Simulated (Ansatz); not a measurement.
# C: element swaps in one structure

What happens to the structure of C under C → Sn? Each swap replaces an element on all its sites; cell and atoms are relaxed again.

Program: Ansatz 0.2.0. Level of theory: DFT LDA, scalar-relativistic, plane waves, PAW. These are calculated values, not measurements.

2 further runs of the same task are left out: 2 set aside as unsound or not needed.

## 1. The system as given

The structure is orthorhombic, space group Fmmm (No. 69). Conventional cell: a = 2.446 Å, b = 4.233 Å, c = 6.735 Å, α = 90.00°, β = 90.00°, γ = 90.00°. C (site symmetry m2m) has 3 C at 1.41 Å as nearest neighbours.

Structure file:

```
CELL_PARAMETERS angstrom
1.22277 -2.11674 0.00000
1.22277 2.11674 0.00000
0.00000 0.00000 6.73532
ATOMIC_POSITIONS crystal
C 0.08330 0.91670 0.75001
C 0.58330 0.41670 0.24999
C 0.91670 0.08330 0.24999
C 0.41670 0.58330 0.75001
```

It goes back to an entry of the Materials Project, which need not be the stable form.

This cell was relaxed beforehand with the same method: volume 8.72 Å³/atom, gap on the mesh none (metal).

## 2. The substitution C → Sn

Sn starts from the relaxed positions of C, with all lengths scaled by 1.474, a guess from tabulated radii.

## 3. A first look at the start (Sn)

input.yaml

```yaml
crystal:
  lattice:
    - [1.8020402255, -3.119498445, 0.0]
    - [1.8020402255, 3.119498445, 0.0]
    - [0.0, 0.0, 9.9260473025]
  atoms:
    - { symbol: Sn, position: [0.0833017589, 0.9166982411, 0.7500092796] }
    - { symbol: Sn, position: [0.5833017589, 0.4166982411, 0.2499907204] }
    - { symbol: Sn, position: [0.9166982411, 0.0833017589, 0.2499907204] }
    - { symbol: Sn, position: [0.4166982411, 0.5833017589, 0.7500092796] }
basis:
  ecutwfc: 420
kpoints:
  mp_grid: { grid: [6, 6, 2] }
hamiltonian:
  xc: lda
scf:
  occupations: { method: gaussian, width: 0.1 }
output:
  forces: true
  stress: true
  eigenvalues: true
```

The run is started by

```
$ ansatz run input.yaml --threads 1 --pin off --max-ram 2560MiB --backend cpu --events-out ev --progress --plain --runs-dir out
```

The session goes on with these runs: coarse relaxation (Sn); full relaxation (Sn).

Before running it: what results should come out? Wanted: C → Sn.

As calculated:

| quantity | value |
| --- | --- |
| C → Sn (Sn) | 29.37 Å³/atom, gap none (metal) |

What this shows: C → Sn changes the volume per atom by +236.9 %. Both are metals at this level. Where a structure here is layered, its layers are held mostly by dispersion, which this level lacks, so their spacing and the stiffness across them are unreliable there.
